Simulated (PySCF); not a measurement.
**[Pd2Cl]+: rigid scans about the minimum**

Aim: map the energy of triplet [Pd2Cl]+ about its PBE minimum, with rigid distortions.

Program: PySCF 2.14.0. Level of theory: PBE, basis Cl def2-SVP, Pd def2-SVP with ECP28, scalar-relativistic core potentials, no spin–orbit coupling, density fitting. These are calculated values, not measurements.

## Step 1: Where the work starts

3 atoms, charge 1, spin multiplicity 3.

Bond lengths: Cl1–Pd2 2.312 Å, Cl1–Pd3 2.312 Å. Angles: Pd2–Cl1–Pd3 113.4°.

Coordinates in bohr (charge 1 multiplicity 3):
```
Cl    0.0000    0.0000   -2.1712
Pd    3.6521    0.0000    0.2278
Pd   -3.6521    0.0000    0.2278
```

## Step 2: Fields at the lowest minimum

The plane holds Cl1 at (0.00, 0.00), Pd2 at (2.31, 0.00), Pd3 at (-0.92, 2.12) Å. Columns run from x = -2.85 to 4.65 Å, rows from y = 4.35 (top) to -1.95 Å, in steps of 0.3 Å. Electrons inside core potentials are absent.

Density (cut at 5 e/Å³):

Ten steps from '0' (0.000 e/Å³) to '9' (5.000 e/Å³), finer at the low end (step k begins (100^(k/10) - 1)/99 of the way up):
```
00000000000000000000000000
00000000000000000000000000
00000000000000000000000000
00001122210000000000000000
00012344431000000000000000
00124688742100000000000000
00247999964200000000000000
01258979984210000000000000
01258999984210000000000000
00247999964211001110000000
00134687654321112221100000
00013455555432234543210000
00011235676643457886420000
00001246788764579999531000
00001246899875599699631000
00001246899875599699631000
00000236788764579999521000
00000124666643457886420000
00000012344332234543210000
00000001222211112221100000
00000000011000000110000000
00000000000000000000000000
```

ELF (0 where the density is under 0.005 e/Å³):

Ten even steps from '0' (0.00) to '9' (0.89):
```
00000000000000000000000000
00000000000000000000000000
00000000000000000000000000
00000001110000000000000000
00000012211000000000000000
00011356531100000000000000
00125789842100000000000000
00137900863110000000000000
00136800963100000000000000
00124898632110001000000000
00113454212221011111000000
00011221367752123322100000
00001126999873135664210000
00001369711694158887310000
00002489199195167038300000
00002589199195168038300000
00002589811794258897300000
00002579999973135664200000
00001357898752122332100000
00000245666431011111000000
00000013343210000000000000
00000000111000000000000000
```

Lowest empty orbital at -10.69 eV (sign arbitrary; one member if degenerate):

Ten even steps from '0' (-0.40 Å^-3/2) to '9' (1.08 Å^-3/2):
```
22222222222222222222222222
22222222222222222222222222
22222222222222222222222222
22233322222222222222222222
22333332212222222222222222
22334542111222222222222222
22335771011222222222222222
22234651122222222222222222
22221017742222222222222222
22211027743222222222222222
22211124432222222212222222
22222223322122222111222222
22222222211112233101222222
22222222210012356102222222
22222233334112469335433222
22222333412222355178533222
22222334443322221046433222
22222333443322210023333222
22222233333322211122332222
22222233333222222222222222
22222222222222222222222222
22222222222222222222222222
```

Making the fields took 1.8 s on 2 threads of AMD EPYC 7B13 (Zen 3), shared host.

## Step 3: Breathing scan

One driver script runs all scans and calls PySCF for each point, on a (75, 302) grid.

Launch:

```bash
$ OMP_NUM_THREADS=2 python axn.py task.json out
```

A rigid scan with PBE: all bonds to the central atom are scaled together. Each point starts from its neighbour's orbitals, and energies count from the minimum. Dipoles of the ion refer to the centre of mass.

```csv
scale of all bonds to the centre,energy (kJ/mol),dipole size (D),⟨S²⟩
0.88,95.6,1.56,2.00
0.92,36.5,1.68,2.00
0.96,7.9,1.81,2.00
1.00,0.0,1.95,2.00
1.04,6.1,2.10,2.00
1.08,21.5,2.25,2.00
1.14,54.6,2.47,2.00
1.22,106.6,2.72,2.00
1.35,187.5,2.99,2.00
```

The scan took 26 s.

## Step 4: Stretching one bond

A rigid scan with PBE: the bond from Cl to the last atom (Pd) is scaled and the rest held.

```csv
scale of one bond,energy (kJ/mol),dipole size (D),⟨S²⟩
1.00,0.0,1.95,2.00
1.05,4.4,2.04,2.00
1.12,19.8,2.16,2.00
1.20,42.0,2.30,2.00
1.35,80.1,2.53,2.00
1.55,112.5,2.78,2.00
1.80,130.2,3.00,2.00
```

The scan took 2.8 min.

## Step 5: What came out

| quantity | value |
| --- | --- |
| all bonds 4 % longer | 6.1 kJ/mol |
| one bond 20 % longer | 42.0 kJ/mol |

What this shows: The well is lopsided, 7.9 kJ/mol for 4 % shorter bonds against 6.1 for 4 % longer ones. This is the lowest SCF solution found for this spin; with open d or f shells other occupations or spin states may lie lower.
